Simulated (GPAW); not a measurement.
# In3As (Pm-3m) in GPAW: further runs

The runs below take In3As through band structure, with PBEsol.

Everything below comes from runs of GPAW 26.7.0. Logs are shortened: lines on timing, memory, paths and dates and some standing lists are left out, and cuts for length are marked. The log counts tension as positive stress, the text compression.

### Step 1. Starting point

The structure is cubic, space group Pm-3m (No. 221). Conventional cell: a = 4.672 Å, b = 4.672 Å, c = 4.672 Å, α = 90.00°, β = 90.00°, γ = 90.00°. Around In (site symmetry 4/mmm) lie 8 In at 3.30 Å and 4 As at 3.30 Å. As (site symmetry m-3m) has 12 In at 3.30 Å as nearest neighbours.

The cell comes from a database or a generator and needn't be the stable form of this composition.

### Step 2. Band structure, PBEsol

The input, run.py:

```python
from ase import Atoms
from ase.dft.bandgap import bandgap
from ase.io import write
from ase.units import GPa
from gpaw import GPAW, PW, setup_paths

setup_paths.insert(0, '.')

atoms = Atoms(['In', 'In', 'In', 'As'],
              cell=[[4.671681, 0.0, 0.0],
                    [0.0, 4.671681, 0.0],
                    [0.0, 0.0, 4.671681]],
              scaled_positions=[[0.5, 0.5, 0.0],
                                [0.5, 0.0, 0.5],
                                [0.0, 0.5, 0.5],
                                [0.0, 0.0, 0.0]],
              pbc=True)

calc = GPAW(mode=PW(600),
            xc='PBEsol',
            kpts={'size': (6, 6, 6), 'gamma': True},
            occupations={'name': 'fermi-dirac', 'width': 0.05},
            nbands=36,
            convergence={'density': 1e-05, 'energy': 1e-05},
            maxiter=150,
            txt='gpaw.txt')
atoms.calc = calc
energy = atoms.get_potential_energy()
forces = atoms.get_forces()
stress = atoms.get_stress()
calc.write('gs.gpw')
write('result.traj', atoms)
print(f'Energy: {energy:.6f} eV')
print('Forces (eV/A):')
print(forces.round(4))
print('Stress (GPa):', (stress / GPa).round(3))
print('Fermi level:', round(calc.get_fermi_level(), 4), 'eV')
print(f'Gap: {bandgap(calc)[0]:.4f} eV, direct: {bandgap(calc, direct=True)[0]:.4f} eV')

path = atoms.cell.bandpath('GXMGRX,MR', npoints=60, eps=1e-4)
bs_calc = calc.fixed_density(kpts=path, symmetry='off', nbands=57,
                             convergence={'bands': 'CBM+6.0', 'eigenstates': 1e-6}, txt='bands.txt')
bs = bs_calc.band_structure()
bs.write('bs.json')
print(f'Gap on the path: {bandgap(bs_calc)[0]:.4f} eV')
```

Potentials or basis: PAW data sets generated in the run's folder for this functional, pw.

Command:

```bash
$ gpaw-setup -f PBEsol As In
$ OMP_NUM_THREADS=1 python run.py
```

gpaw.txt:

```text
__  _  _
 | _ |_)|_||  |
 |__||  | ||/\| - 26.7.0

Input parameters:
  mode=PW(ecut=600.0),
  convergence={'density': 1e-05, 'energy': 1e-05},
  kpts=MonkhorstPack(size=(6, 6, 6), gamma=True),
  maxiter=150,
  nbands=36,
  occupations=Occupations(name='fermi-dirac', width=0.05),
  xc=XC(name='PBEsol')

Diagonalizing LCAO Hamiltonian
Converting LCAO to pw mode
    .----------.
   /|          |
  / |          |
 *  |          |
 |  |          |
 | In          |
 |  .--In------.
 | /    In    /
 |/          /
 As---------*

Atoms  # Å, Bohr magnetons
|   | symbol |        x |        y |        z |    initial magnetic moments |
|---|--------|----------|----------|----------|-----------------------------|
| 0 |     In | 2.335841 | 2.335841 | 0.000000 | ( 0.0000,  0.0000,  0.0000) |
| 1 |     In | 2.335841 | 0.000000 | 2.335841 | ( 0.0000,  0.0000,  0.0000) |
| 2 |     In | 0.000000 | 2.335841 | 2.335841 | ( 0.0000,  0.0000,  0.0000) |
| 3 |     As | 0.000000 | 0.000000 | 0.000000 | ( 0.0000,  0.0000,  0.0000) |

Unit cell  # Å
| periodic |        x |        y |        z |  lengths |    angles |
|----------|----------|----------|----------|----------|-----------|
|      yes | 4.671681 | 0.000000 | 0.000000 | 4.671681 | 90.000000 |
|      yes | 0.000000 | 4.671681 | 0.000000 | 4.671681 | 90.000000 |
|      yes | 0.000000 | 0.000000 | 4.671681 | 4.671681 | 90.000000 |

Number of symmetries: 48
Symmetry operations  # r_c * U_cc + t_c -> r_c
|    | kind |            matrix            |
|----|------|------------------------------|
|  0 |  E   |  1, 0, 0,  0, 1, 0,  0, 0, 1 |
|  1 |  σ   |  1, 0, 0,  0, 1, 0,  0, 0,-1 |
|  2 |  σ   |  1, 0, 0,  0, 0, 1,  0, 1, 0 |
|  3 |  C4  |  1, 0, 0,  0, 0, 1,  0,-1, 0 |
|  4 |  C4  |  1, 0, 0,  0, 0,-1,  0, 1, 0 |
|  5 |  σ   |  1, 0, 0,  0, 0,-1,  0,-1, 0 |
|  6 |  σ   |  1, 0, 0,  0,-1, 0,  0, 0, 1 |
|  7 |  C2  |  1, 0, 0,  0,-1, 0,  0, 0,-1 |
|  8 |  σ   |  0, 1, 0,  1, 0, 0,  0, 0, 1 |
|  9 |  C2  |  0, 1, 0,  1, 0, 0,  0, 0,-1 |
| 10 |  C3  |  0, 1, 0,  0, 0, 1,  1, 0, 0 |
| 11 |  S6  |  0, 1, 0,  0, 0, 1, -1, 0, 0 |
| 12 |  S6  |  0, 1, 0,  0, 0,-1,  1, 0, 0 |
| 13 |  C3  |  0, 1, 0,  0, 0,-1, -1, 0, 0 |
| 14 |  C4  |  0, 1, 0, -1, 0, 0,  0, 0, 1 |
| 15 |  S4  |  0, 1, 0, -1, 0, 0,  0, 0,-1 |
| 16 |  C3  |  0, 0, 1,  1, 0, 0,  0, 1, 0 |
| 17 |  S6  |  0, 0, 1,  1, 0, 0,  0,-1, 0 |
| 18 |  σ   |  0, 0, 1,  0, 1, 0,  1, 0, 0 |
| 19 |  C4  |  0, 0, 1,  0, 1, 0, -1, 0, 0 |
| 20 |  C2  |  0, 0, 1,  0,-1, 0,  1, 0, 0 |
| 21 |  S4  |  0, 0, 1,  0,-1, 0, -1, 0, 0 |
| 22 |  S6  |  0, 0, 1, -1, 0, 0,  0, 1, 0 |
| 23 |  C3  |  0, 0, 1, -1, 0, 0,  0,-1, 0 |
| 24 |  S6  |  0, 0,-1,  1, 0, 0,  0, 1, 0 |
| 25 |  C3  |  0, 0,-1,  1, 0, 0,  0,-1, 0 |
| 26 |  C4  |  0, 0,-1,  0, 1, 0,  1, 0, 0 |
| 27 |  σ   |  0, 0,-1,  0, 1, 0, -1, 0, 0 |
| 28 |  S4  |  0, 0,-1,  0,-1, 0,  1, 0, 0 |
| 29 |  C2  |  0, 0,-1,  0,-1, 0, -1, 0, 0 |
| 30 |  C3  |  0, 0,-1, -1, 0, 0,  0, 1, 0 |
| 31 |  S6  |  0, 0,-1, -1, 0, 0,  0,-1, 0 |
| 32 |  C4  |  0,-1, 0,  1, 0, 0,  0, 0, 1 |
| 33 |  S4  |  0,-1, 0,  1, 0, 0,  0, 0,-1 |
| 34 |  S6  |  0,-1, 0,  0, 0, 1,  1, 0, 0 |
| 35 |  C3  |  0,-1, 0,  0, 0, 1, -1, 0, 0 |
| 36 |  C3  |  0,-1, 0,  0, 0,-1,  1, 0, 0 |
| 37 |  S6  |  0,-1, 0,  0, 0,-1, -1, 0, 0 |
| 38 |  σ   |  0,-1, 0, -1, 0, 0,  0, 0, 1 |
| 39 |  C2  |  0,-1, 0, -1, 0, 0,  0, 0,-1 |
| 40 |  σ   | -1, 0, 0,  0, 1, 0,  0, 0, 1 |
| 41 |  C2  | -1, 0, 0,  0, 1, 0,  0, 0,-1 |
| 42 |  C2  | -1, 0, 0,  0, 0, 1,  0, 1, 0 |
| 43 |  S4  | -1, 0, 0,  0, 0, 1,  0,-1, 0 |
| 44 |  S4  | -1, 0, 0,  0, 0,-1,  0, 1, 0 |
| 45 |  C2  | -1, 0, 0,  0, 0,-1,  0,-1, 0 |
| 46 |  C2  | -1, 0, 0,  0,-1, 0,  0, 0, 1 |
| 47 |  i   | -1, 0, 0,  0,-1, 0,  0, 0,-1 |

BZ-sampling:
  Number of BZ points: 216
  Number of IBZ points: 20

  Monkhorst-Pack size: [6, 6, 6]
  Monkhorst-Pack shift: [0.08333333333333333, 0.08333333333333333, 0.08333333333333333]

K-points  # in reciprocal-cell coordinates
|     |                                coordinates |     weight |
|-----|--------------------------------------------|------------|
|   0 | (  0.00000000,   0.00000000,   0.00000000) | 0.00462963 |
|   1 | (  0.16666667,   0.00000000,   0.00000000) | 0.02777778 |
|   2 | (  0.16666667,   0.16666667,   0.00000000) | 0.05555556 |
|   3 | (  0.16666667,   0.16666667,   0.16666667) | 0.03703704 |
|   4 | (  0.33333333,   0.00000000,   0.00000000) | 0.02777778 |
|   5 | (  0.33333333,   0.16666667,   0.00000000) | 0.11111111 |
|   6 | (  0.33333333,   0.16666667,   0.16666667) | 0.11111111 |
|   7 | (  0.33333333,   0.33333333,   0.00000000) | 0.05555556 |
|   8 | (  0.33333333,   0.33333333,   0.16666667) | 0.11111111 |
|   9 | (  0.33333333,   0.33333333,   0.33333333) | 0.03703704 |
| ... |                                            |            |
|  19 | (  0.50000000,   0.50000000,   0.50000000) | 0.00462963 |

Plane wave coefficients: 3448
Cutoff: 600.0 eV

Spin-components: 1 (collinear spins)
Bands:           36
Projectors:      23
Spin-degeneracy: 2
Datatype:        complex128

Parallelization:
  kpt:    1
  domain: 1
  band:   1

Density:
  Valence electrons: 44.0
  Components: 1
  Grid points: [27 27 27]
  Charge: 0.0  # |e|

Potential:
  Grid points: [27 27 27]

species:
  In:
    name:    Indium
    Z:       49.0
    valence: 13
    core:    36
    charge:  0.0  # [|e|]
    compensation charges:
      type: gauss
      rc: 0.36  # [Å]
      lmax: 2
    cutoffs:
      filter: 2.09  # [Å]
      core: 2.48  # [Å]
    projectors
    | kind |    occ | energy [eV] | rcut [Å] |
    |------|--------|-------------|----------|
    |   5s |  2.000 |      -8.248 |    1.185 |
    |   5p |  1.000 |      -2.521 |    1.244 |
    |   4d | 10.000 |     -18.596 |    1.148 |
    |    s |        |      18.964 |    1.185 |
    |    p |        |      24.691 |    1.244 |
    |    d |        |       8.615 |    1.148 |

    Using partial waves for In as LCAO basis

  As:
    name:    Arsenic
    Z:       33.0
    valence: 5
    core:    28
    charge:  0.0  # [|e|]
    compensation charges:
      type: gauss
      rc: 0.33  # [Å]
      lmax: 2
    cutoffs:
      filter: 1.87  # [Å]
      core: 2.96  # [Å]
    projectors
    | kind |    occ | energy [eV] | rcut [Å] |
    |------|--------|-------------|----------|
    |   4s |  2.000 |     -14.495 |    1.058 |
    |   4p |  3.000 |      -5.197 |    1.058 |
    |    s |        |      12.716 |    1.058 |
    |    p |        |      22.014 |    1.058 |
    |    d |        |       0.000 |    1.058 |

    Using partial waves for As as LCAO basis

Reference energy: -541167.270747  # eV

eigensolver:
  PPCG
  Converge bands: occupied
  niter=2

density mixing:
  MSR1-Mixer
  Pratt-step length: 0.05
  Maximum mixing coefficient: 0.75
  Old densities: 10
  SVD Regularization: 0.005
  Good broyden scale: 1.0
  Trust region scale: 1.0
  Backstep threshold: 4.0
  History deletion threshold: 6.0
  Fourier metric: weight=20.0, sigma=0.015

occupation numbers:
  Fermi-Dirac:
    width: 0.0500  # eV

poisson solver:
  ecut: 4800.0  # eV

xc functional:
  name: PBEsol with 2 nearest neighbor stencil

convergence criteria:
- Maximum integral of absolute [dens]ity change: 1e-05 electrons / valence electron
- Maximum [total energy] change in last 3 cyles: 1e-05 eV / valence electron
- Maximum integral of absolute [eigenst]ate change: 4e-08 eV^2 / valence electron
maximum number of iterations: 150

SCF iterations
|iter     | |      energy | eigst |  dens |
|---------|-|-------------|-------|-------|
|iter:   1| |  -14.503954 | -0.04 |       |
|iter:   2| |  -14.501081 | -2.04 | -1.54 |
|iter:   3| |  -14.351319 | -2.49 | -1.58 |
|iter:   4| |  -14.342127 | -3.86 | -1.99 |
|iter:   5| |  -14.341872 | -4.46 | -2.52 |
|iter:   6| |  -14.341909c| -5.64 | -3.35 |
|iter:   7| |  -14.341921c| -6.45 | -3.74 |
|iter:   8| |  -14.341919c| -7.74c| -4.72 |
|iter:   9| |  -14.341919c| -8.05c| -5.26c|

Converged in 9 steps
Energy contributions relative to reference atoms: (reference = -541167.270747)

Energy contributions:
  Kinetic:          34.523466
  Coulomb:         -32.932773
  Zero:              0.447479
  External:          0.000000
  Xc:              -16.372412
  Entropy:          -0.015357
  Spinorbit:         0.000000
  ----------------------------
  Free energy:     -14.349598
  Extrapolated:    -14.341919

dipole moment: (-31.392372, -31.392372, -31.392372)  # |e|*Ang

Fermi level: 6.339
Eigenvalues  # (at kpt = [0.000, 0.000, 0.000])
| band index |      eig [eV] | occ [0-2] |
|------------|---------------|-----------|
|          0 |        -8.135 |     2.000 |
|        ... |               |           |
|         14 |        -7.571 |     2.000 |
|         15 |        -4.823 |     2.000 |
|         16 |         0.123 |     2.000 |
|         17 |         3.501 |     2.000 |
|         18 |         3.501 |     2.000 |
|         19 |         3.501 |     2.000 |
|         20 |         4.484 |     2.000 |
|         21 |         4.484 |     2.000 |
|         22 |         8.438 |     0.000 |
|         23 |         8.438 |     0.000 |
|         24 |         8.438 |     0.000 |
|         25 |        10.899 |     0.000 |
|         26 |        10.899 |     0.000 |
|         27 |        10.899 |     0.000 |
|         28 |        12.367 |     0.000 |
|         29 |        13.669 |     0.000 |
|        ... |               |           |
|         35 |        15.916 |     0.000 |

No gap
No difference between direct/indirect transitions

Forces  # eV/Ang
|       x |       y |       z |
|---------|---------|---------|
| 0.00000 | 0.00000 | 0.00000 |  # In   0
| 0.00000 | 0.00000 | 0.00000 |  # In   1
| 0.00000 | 0.00000 | 0.00000 |  # In   2
| 0.00000 | 0.00000 | 0.00000 |  # As   3

Stress tensor  # eV/Ang^3
|         x |         y |        z |
|-----------|-----------|----------|
|  0.016645 | -0.000000 | 0.000000 |
| -0.000000 |  0.016645 | 0.000000 |
|  0.000000 |  0.000000 | 0.016645 |

# Writing to gs.gpw (mode='')
```

Wall time 60 s (1 thread of AMD EPYC 9R45 (Zen 5), shared host); peak memory 0.49 GiB.

Results:

```
Free energy             : -14.3496 eV
Pressure                : -2.7 GPa
Band gap along the path : none (metal or under the smearing width)
```

Levels at the corners of the path, in eV from the Fermi level:
```tsv
point	band 18	band 19	band 20	band 21	band 22	band 23	band 24	band 25	band 26	band 27
Γ	-2.84	-2.84	-2.84	-1.85	-1.85	2.10	2.10	2.10	4.56	4.56
X	-4.32	-1.54	-1.54	-1.17	-0.03	-0.03	0.06	1.48	4.70	4.70
M	-5.87	-5.79	-0.71	-0.38	0.48	0.48	1.78	1.96	1.96	2.14
Γ	-2.84	-2.84	-2.84	-1.85	-1.85	2.10	2.10	2.10	4.56	4.56
R	-4.17	-4.17	-3.93	-3.93	-3.93	-3.35	4.72	4.72	4.72	8.75
X	-4.32	-1.54	-1.54	-1.17	-0.03	-0.03	0.06	1.48	4.70	4.70
M	-5.87	-5.79	-0.71	-0.38	0.48	0.48	1.78	1.96	1.96	2.14
R	-4.17	-4.17	-3.93	-3.93	-3.93	-3.35	4.72	4.72	4.72	8.75
```

Caveat: spin-orbit coupling is left out, which moves the levels of the heavy elements.

### Step 3. Band structure, PBEsol, spin-orbit coupling, no magnetisation

run.py, as its differences from that of step 2:

```diff
@@ -1 +1,2 @@
+import numpy as np
 from ase import Atoms
@@ -5,2 +6,3 @@
 from gpaw import GPAW, PW, setup_paths
+from gpaw.spinorbit import soc_eigenstates
 
@@ -45 +47,7 @@
 print(f'Gap on the path: {bandgap(bs_calc)[0]:.4f} eV')
+
+soc = soc_eigenstates(bs_calc, theta=90, phi=0)
+np.savetxt('soc_bands.dat', soc.eigenvalues(), fmt='%.4f')
+mesh = soc_eigenstates('gs.gpw', theta=90, phi=0)
+np.savetxt('soc_mesh.dat', mesh.eigenvalues(), fmt='%.4f')
+print('Fermi level with spin-orbit coupling:', round(mesh.fermi_level, 4), 'eV')
```

Potentials or basis: PAW data sets generated in the run's folder for this functional, pw.

Command:

```bash
$ gpaw-setup -f PBEsol As In
$ OMP_NUM_THREADS=1 python run.py
```

It took 61 s on 1 thread of AMD EPYC 9R45 (Zen 5), shared host; peak memory 0.57 GiB.

Results (log left out):

```yaml
Free_energy: -14.3496 eV
Pressure: -2.7 GPa
Band_gap_along_the_path: none (metal or under the smearing width)
```

Levels at the corners of the path, in eV from the Fermi level:
```tsv
point	band 41	band 42	band 43	band 44	band 45	band 46	band 47	band 48
Γ	-1.86	-1.86	-1.86	-1.86	2.08	2.08	2.08	2.08
X	-1.18	-1.18	-0.21	-0.21	0.07	0.07	0.11	0.11
M	-0.40	-0.40	0.43	0.43	0.52	0.52	1.70	1.70
Γ	-1.86	-1.86	-1.86	-1.86	2.08	2.08	2.08	2.08
R	-3.94	-3.94	-3.94	-3.94	-3.37	-3.36	4.62	4.62
X	-1.18	-1.18	-0.21	-0.21	0.07	0.07	0.11	0.11
M	-0.40	-0.40	0.43	0.43	0.52	0.52	1.70	1.70
R	-3.94	-3.94	-3.94	-3.94	-3.37	-3.36	4.62	4.62
```

Caveat: spin-orbit coupling was added after a scalar SCF, so levels and gaps hold it while energy, forces, pressure and moments don't; this program's spin-orbit splittings come out too wide for heavy elements.
